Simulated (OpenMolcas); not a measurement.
**Er²⁺ among point charges: CASSCF and CASPT2 levels and susceptibility**

Aim: the splitting of the states of Er²⁺ in the field of 6 point charges, its lowest levels with spin-orbit coupling and its magnetic susceptibility.

Method: state-averaged CASSCF and CASPT2, spin-orbit coupling by RASSI with atomic mean-field integrals. Code: OpenMolcas 26.06.

**1. The system**

```
Species                           : Er²⁺ (erbium, Z = 68, 66 electrons)
Basis                             : ANO-RCC-VDZP [7s6p4d2f1g], 68 functions
Scalar Hamiltonian                : DKH2, point nucleus
Inactive shells                   : 1s 2s 2p 3s 3p 3d 4s 4p 4d 5s 5p
Active space                      : 12 electrons in 7 orbitals (4f)
Some configurations of this space : 4f¹²
Orbitals                          : optimised for the highest spin of each parity, averaged over all roots
```

Outer shells as boxes (Hund's rule):

4f12
```
4f [↑↓][↑↓][↑↓][↑↓][↑↓][↑ ][↑ ]
```

The ion sits among 6 point charges of -1.5 e arranged as a tetragonal octahedron (D4h), 2.69 Å from the ion, with the axial distance 2.959 Å.

The work runs as a chain of OpenMolcas steps in one folder; each step below is one input file. Labels, J, g values, rates, χT and fits are worked out afterwards by a script from the matrices that RASSI stores. The input lists half of the charges; inversion (Group=XYZ) makes the rest.

**2. One- and two-electron integrals**

File a.inp:

```
&GATEWAY
Coord
1

Er 0.0 0.0 0.0
Basis=ANO-RCC-VDZP
Group=XYZ
NoMove
AngMom=0.0 0.0 0.0
AMFI
XField
3 Angstrom 0
2.690000 0.000000 0.000000 -1.500000
0.000000 2.690000 0.000000 -1.500000
0.000000 0.000000 2.959000 -1.500000
&SEWARD
```

On the command line:

```console
> OMP_NUM_THREADS=1 MOLCAS_MEM=2252 MOLCAS_PROJECT=a pymolcas a.inp > a.log
```

**3. Reference wave functions, triplets of even parity, 21 roots**

File a.inp:

```
&RASSCF
FileOrb=start.orb
Symmetry=1
Spin=3
nActEl=12 0 0
Inactive=15 12
Ras2=0 7
CIRoot=21 21 1
SDav=21
CIMx=300
Iter=120 100
PrWF=0.3
OrbListing=Nothing
MaxOrb=0
>>> COPY $Project.JobIph JOB001
```

start.orb holds the contracted functions of the basis, ordered by shell, or the orbitals of the step before.

**4. CASSCF: singlets of even parity, 28 roots**

File a.inp:

```
&RASSCF
FileOrb=start.orb
Symmetry=1
Spin=1
nActEl=12 0 0
Inactive=15 12
Ras2=0 7
CIRoot=28 28 1
SDav=28
CIMx=300
Iter=120 100
PrWF=0.3
OrbListing=Nothing
MaxOrb=0
CIOnly
>>> COPY $Project.JobIph JOB002
```

**5. RASSI: spin-orbit coupling between the states**

File a.inp:

```
&RASSI
NrOfJobIphs=2 21 27
1 2 3 4 5 6 7 8 9 10 11 12 13 14 15 16 17 18 19 20 21
1 2 3 4 5 6 7 8 9 10 11 12 13 14 15 16 17 18 19 20 21 22 23 24 25 26 27
IphNames
JOB001
JOB002
EJob
SpinOrbit
DIPRint=1.0
SOCoupling=1000.0
Subsets=2
Property=9
'ANGMOM' 1 'ANGMOM' 2 'ANGMOM' 3 'MLTPL  1' 1 'MLTPL  1' 2 'MLTPL  1' 3
'AMFI' 1 'AMFI' 2 'AMFI' 3
SOProperty=3
'ANGMOM' 1 'ANGMOM' 2 'ANGMOM' 3
```

**6. CASPT2: IPEA 0.25, imaginary shift 0.1 (closed shells correlated: 5s 5p)**

File a.inp:

```
>>> COPY JOB001 $Project.JobIph
&CASPT2
Multistate=21 1 2 3 4 5 6 7 8 9 10 11 12 13 14 15 16 17 18 19 20 21
NoMult
Frozen=14 9
IPEA=0.25
Imaginary=0.1
MaxIter=60
WThr=0.0 0.3 0.05
PrWF=0.5
NoMix
>>> COPY JOB002 $Project.JobIph
&CASPT2
Multistate=27 1 2 3 4 5 6 7 8 9 10 11 12 13 14 15 16 17 18 19 20 21 22
23 24 25 26 27
NoMult
Frozen=14 9
IPEA=0.25
Imaginary=0.1
MaxIter=60
WThr=0.0 0.3 0.05
PrWF=0.5
NoMix
```

(Steps that only read results are left out.)

Q: Predict the outcome of this session. Wanted: spin-free ground state; first state of the same spin within the active space; lowest level; next level.

The runs gave:

```
                                            quantity                                                                        value
                                              method  SS-CASPT2, IPEA 0.25, imaginary shift 0.1 (closed shells correlated: 5s 5p)
                              spin-free ground state                                               3E, 2-fold in its orbital part
first state of the same spin within the active space                                                              3A2 at 135 cm⁻¹
                                        lowest level                                                                    1-fold B2
                                          next level                                                                     0.7 cm⁻¹
                                         χT at 300 K                                                               7.06 cm³ K/mol
                           effective moment at 300 K                                                                      7.51 μB
```

Cost by method:

| method | time of its own steps | time with the reference |
| --- | --- | --- |
| A. CASSCF | 9.6 s | 9.6 s |
| B. SS-CASPT2, IPEA 0.25, imaginary shift 0.1, +5s 5p | 10 s | 20 s |

Times are of one thread on a shared host.

In words: The spin-free ground state (3E) comes to 100 % from free-ion H terms and keeps the highest spin of the shell. The singlets rest on orbitals optimised for another spin in at least one step, which raises them against the optimised states. Not all states of the active space went into the spin-orbit step. This is an electrostatic model: the charges have no orbitals.
